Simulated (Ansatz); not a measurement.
# C₃H₅Al: one species, many methods

An exercise on one series of results from a longer session: the logs are not shown, and one member is left open.

The runs use Ansatz 0.2.0, Gaussian basis; functionals in def2-TZVPP, the program's frozen cores in correlated methods.

Plan: LDA (SPW92), PBE-D4, revPBE-D4, BLYP-D4, r2SCAN-D4, B97M-V, PBE0-D4, B3LYP-D4, r2SCANh-D4, r2SCAN0-D4, HSE06-D4, BHLYP-D4, CAM-B3LYP-D4, LC-ωPBE, ωB97X-V, ωB97M-V, B2PLYP, PBE-QIDH; CCSD(T)/def2-SVP; CCSD(T)/def2-TZVPP; MP2/def2-QZVPP; extrapolation to the limit; RPA on PBE.

## The geometry

The geometry comes from an earlier relaxation with PBE0-D4 in a triple-zeta def2 set; it is a stationary point, not always the lowest conformer.

SMILES `C=[C]1[CH2][AlH]1`, 9 atoms, charge 0, spin multiplicity 1.

Atoms are counted from 1 here; the program's logs count them from 0.

Bond lengths: C1–C2 1.326 Å, C1–H5 1.091 Å, C1–H6 1.086 Å, C2–C3 1.540 Å, C2–Al4 1.878 Å, C3–Al4 1.925 Å, C3–H7 1.096 Å, C3–H8 1.090 Å, Al4–H9 1.575 Å. Angles: C2–C1–H5 122.0°, C2–C1–H6 121.6°, H5–C1–H6 116.4°, C1–C2–C3 129.5°, C1–C2–Al4 155.0°, C3–C2–Al4 67.7°, C2–C3–Al4 64.5°, C2–C3–H7 112.3°, C2–C3–H8 118.0°, Al4–C3–H7 110.8°, Al4–C3–H8 132.7°, H7–C3–H8 110.3°, C2–Al4–C3 47.8°, C2–Al4–H9 156.9°, C3–Al4–H9 155.3°.

Set-up of the first run:

Contents of in.yaml:

```yaml
crystal:
  periodic: [false, false, false]
  atoms:
    - {symbol: C, position_ang: [-0.145084, 1.153054, -1.138588]}
    - {symbol: C, position_ang: [0.037587, 0.427929, -0.043428]}
    - {symbol: C, position_ang: [0.471013, -1.043225, 0.097320]}
    - {symbol: Al, position_ang: [-0.452165, -0.302833, 1.615257]}
    - {symbol: H, position_ang: [0.131195, 0.785001, -2.127691]}
    - {symbol: H, position_ang: [-0.574596, 2.149669, -1.096117]}
    - {symbol: H, position_ang: [1.543011, -1.143336, 0.304450]}
    - {symbol: H, position_ang: [0.169531, -1.742900, -0.682848]}
    - {symbol: H, position_ang: [-1.092093, -0.329759, 3.054644]}
basis:
  gaussian: {orbitals: def2-TZVPP}
hamiltonian: {xc: lda}
output: {orbitals: {seedname: orbitals}}
```

On the command line:

```
ansatz run in.yaml --threads 2 --pin off --events-out ev --progress --plain --max-ram 4352MiB
```

Steps of the session up to this table: LDA; PBE-D4 (GGA); revPBE-D4 (GGA); BLYP-D4 (GGA); r2SCAN-D4 (meta-GGA); B97M-V (meta-GGA); B3LYP-D4 (hybrid); r2SCANh-D4 (hybrid); r2SCAN0-D4 (hybrid); HSE06-D4 (hybrid); BHLYP-D4 (hybrid); CAM-B3LYP-D4 (range-separated); LC-ωPBE (range-separated); ωB97X-V (range-separated); ωB97M-V (range-separated); B2PLYP (double hybrid); PBE-QIDH (double hybrid).

One of the session's tables, all rows but one given; the rest of the session is left out.

It belongs to the step «Frontier levels by functional». 

| functional | HOMO (eV) | LUMO (eV) | gap (eV) |
| --- | --- | --- | --- |
| LDA (SPW92) | -5.36 | -2.62 | 2.74 |
| PBE-D4 | -5.23 | -2.38 | 2.85 |
| revPBE-D4 | -5.18 | -2.28 | 2.90 |
| BLYP-D4 | -5.11 | -2.26 | 2.85 |
| r2SCAN-D4 | -5.42 | -2.11 | 3.31 |
| B97M-V | -5.48 | -2.23 | 3.25 |
| PBE0-D4 | -6.33 | -1.59 | 4.74 |
| B3LYP-D4 | -6.15 | -1.80 | 4.35 |
| r2SCANh-D4 | -5.84 | -1.83 | 4.00 |
| r2SCAN0-D4 | -6.46 | -1.43 | 5.03 |
| HSE06-D4 | -5.94 | -1.96 | 3.97 |
| BHLYP-D4 | -7.34 | -0.79 | 6.55 |
| CAM-B3LYP-D4 | -7.64 | -0.65 | 7.00 |
| LC-ωPBE | ? | ? | ? |
| ωB97X-V | -8.62 | 0.33 | 8.95 |
| ωB97M-V | -8.48 | 0.07 | 8.55 |

Q: Estimate the row for LC-ωPBE from the others.

As computed: HOMO (eV): -8.95; LUMO (eV): 0.44; gap (eV): 9.39. In the column «HOMO (eV)» it is the lowest.
